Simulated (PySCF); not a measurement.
# H6LaO3 (La(H2O)33+): the cost of one run

The runs use PySCF 2.14.0; PBE0, La lcecp-1-SVP with ECP46, O def2-SVP, H def2-SVP; scalar-relativistic core potentials, no spin–orbit coupling.

2 further runs of the same task are left out: 2 for a known fault of the program.

## 1. The system as given

10 atoms, charge 3, spin multiplicity 1.

Bond lengths: La1–O2 2.560 Å, La1–O5 2.560 Å, La1–O8 2.560 Å, O2–H3 0.970 Å, O2–H4 0.970 Å, O5–H6 0.970 Å, O5–H7 0.970 Å, O8–H9 0.970 Å, O8–H10 0.970 Å. Angles: O2–La1–O5 120.0°, O2–La1–O8 120.0°, O5–La1–O8 120.0°, La1–O2–H3 127.5°, La1–O2–H4 127.5°, H3–O2–H4 105.1°, La1–O5–H6 127.5°, La1–O5–H7 127.5°, H6–O5–H7 105.1°, La1–O8–H9 127.5°, La1–O8–H10 127.5°, H9–O8–H10 105.1°.

Coordinates:

```xyz
10
charge 3, multiplicity 1
La    0.00000    0.00000    0.00000
O     2.56000    0.00000    0.00000
H     3.15000    0.00000    0.77000
H     3.15000    0.00000   -0.77000
O    -1.28000    2.21700    0.00000
H    -1.57500    2.72800    0.77000
H    -1.57500    2.72800   -0.77000
O    -1.28000   -2.21700    0.00000
H    -1.57500   -2.72800    0.77000
H    -1.57500   -2.72800   -0.77000
```

Formal oxidation states: La +3. The 4f shell is empty and lies in the core potential.

## 2. SCF at the start, singlet

Input file run.py (the lines that set the calculation):

```python
mol = gto.M(atom='''
La     0.00000     0.00000     0.00000
O      2.56000     0.00000     0.00000
H      3.15000     0.00000     0.77000
H      3.15000     0.00000    -0.77000
O     -1.28000     2.21700     0.00000
H     -1.57500     2.72800     0.77000
H     -1.57500     2.72800    -0.77000
O     -1.28000    -2.21700     0.00000
H     -1.57500    -2.72800     0.77000
H     -1.57500    -2.72800    -0.77000''',
    basis={'La': 'lcecp-1-SVP', 'O': 'def2-SVP', 'H': 'def2-SVP'},
    ecp={'La': 'lcecp-1-SVP'},
    charge=3, spin=0)
mf = dft.RKS(mol, xc='PBE0')
mf.grids.atom_grid = (50, 194)  # f atoms: unpruned, at least (60, 302)
mf = mf.density_fit()  # fitting sets: La AutoAux, O def2-universal-JKFIT, H def2-universal-JKFIT
mf.conv_tol = 1e-08; mf.max_cycle = 55
mf.kernel(dm0)  # dm0: free metal ions and neutral atoms
```

Run with:

```console
$ OMP_NUM_THREADS=2 python run.py
```

Q: Estimate wall time and peak memory on 2 threads of Arm Neoverse V1, shared host.

About 3.1 s, with a peak of 0.66 GiB.
